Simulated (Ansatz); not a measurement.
**Ba (Ba (110), 4 layers): how the settings move a single-point run**

How sensitive is a single-point run of Ba (Ba (110), 4 layers) to its settings? A reference run comes first, then one run with altered input.

Method: reference: DFT, PBE, all-electron LAPW, scalar-relativistic, in Ansatz 0.2.0.

### Step 1. The structure to begin with

The structure is orthorhombic, space group Cmme (No. 67). Conventional cell: a = 5.025 Å, b = 7.106 Å, c = 21.505 Å, α = 90.00°, β = 90.00°, γ = 90.00°. Ba (site symmetry mm2) has 6 Ba at 4.28 to 4.35 Å in its first shell of neighbours. Ba (site symmetry mm2) has 8 Ba at 4.28 to 4.37 Å in its first shell of neighbours.

Coordinates:

```cif
data_structure
_symmetry_space_group_name_H-M 'P 1'
_symmetry_Int_Tables_number 1
_cell_length_a 4.3518
_cell_length_b 4.3518
_cell_length_c 21.5050
_cell_angle_alpha 90.000
_cell_angle_beta 90.000
_cell_angle_gamma 109.471
_cell_volume 383.97
loop_
_atom_site_label
_atom_site_type_symbol
_atom_site_fract_x
_atom_site_fract_y
_atom_site_fract_z
_atom_site_occupancy
Ba1 Ba 0.25000 0.25000 0.25576 1
Ba2 Ba 0.75000 0.75000 0.41694 1
Ba3 Ba 0.25000 0.25000 0.58306 1
Ba4 Ba 0.75000 0.75000 0.74424 1
```

### Step 2. Reference

Contents of input.yaml:

```yaml
crystal:
  lattice:
    - [4.3517731883, 0.0, 0.0]
    - [-1.4505910628, 4.1028911088, 0.0]
    - [0.0, 0.0, 21.505]
  atoms:
    - { symbol: Ba, position: [0.25, 0.25, 0.2557554453] }
    - { symbol: Ba, position: [0.75, 0.75, 0.4169394978] }
    - { symbol: Ba, position: [0.25, 0.25, 0.5830607878] }
    - { symbol: Ba, position: [0.75, 0.75, 0.7442445547] }
kpoints:
  mp_grid: { grid: [9, 9, 1] }
scf:
  occupations: { method: fermi_dirac, width: 0.05 }
hamiltonian:
  xc: pbe
  pseudopotentials: { kind: all_electron, lapw: { basis_error: 0.001 } }
output:
  forces: true
  stress: true
  eigenvalues: true
efield:
  axis: 3
  amplitude: 0
  dipole_correction: true
```

Launch:

```console
$ ansatz run input.yaml --threads 1 --pin off --max-ram 3584MiB --backend cpu --events-out ev --progress --plain --runs-dir out
```

### Step 3. Changed: occupations.width 0.2

Changes to input.yaml since step 2:

```diff
@@ -13,3 +13,3 @@
 scf:
-  occupations: { method: fermi_dirac, width: 0.05 }
+  occupations: { method: fermi_dirac, width: 0.2 }
 hamiltonian:
```

Q: Predict the outcome of this session. Wanted: for each run, ending; energy change; gap; force.

**Answer**, as computed:

| run | ending | energy change | gap (eV) | force (eV/Å) | cycles | time |
| --- | --- | --- | --- | --- | --- | --- |
| reference | converged | 0 | 0.00 | 0.00 | 11 | 16 s |
| 1: occupations.width 0.2 | converged | +13.1 meV/atom (σ→0) | 0.00 | 0.02 | 10 | 17 s |

Residual by cycle in the longest SCF loop of each run; runs are numbered as in the table. The quantity is the density residual dr2, in eV.

| cycle | reference | run 1 |
| --- | --- | --- |
| 1 | 9.83 | 10.2 |
| 2 | 90.6 | 43.3 |
| 3 | 3.13 | 2.52 |
| 4 | 0.0618 | 0.272 |
| 5 | 0.0256 | 0.03 |
| 6 | 0.0165 | 0.00618 |
| 7 | 6.9e-4 | 3.5e-4 |
| 8 | 3.7e-5 | 2.1e-4 |
| 9 | 6.5e-7 | 5.5e-6 |
| 10 | 1.2e-7 | 9.6e-8 |
| 11 | 7.6e-9 | - |

Changing the smearing moves the energy by +13.1 meV/atom (σ→0 values). Cost: 10 SCF cycles against 11.
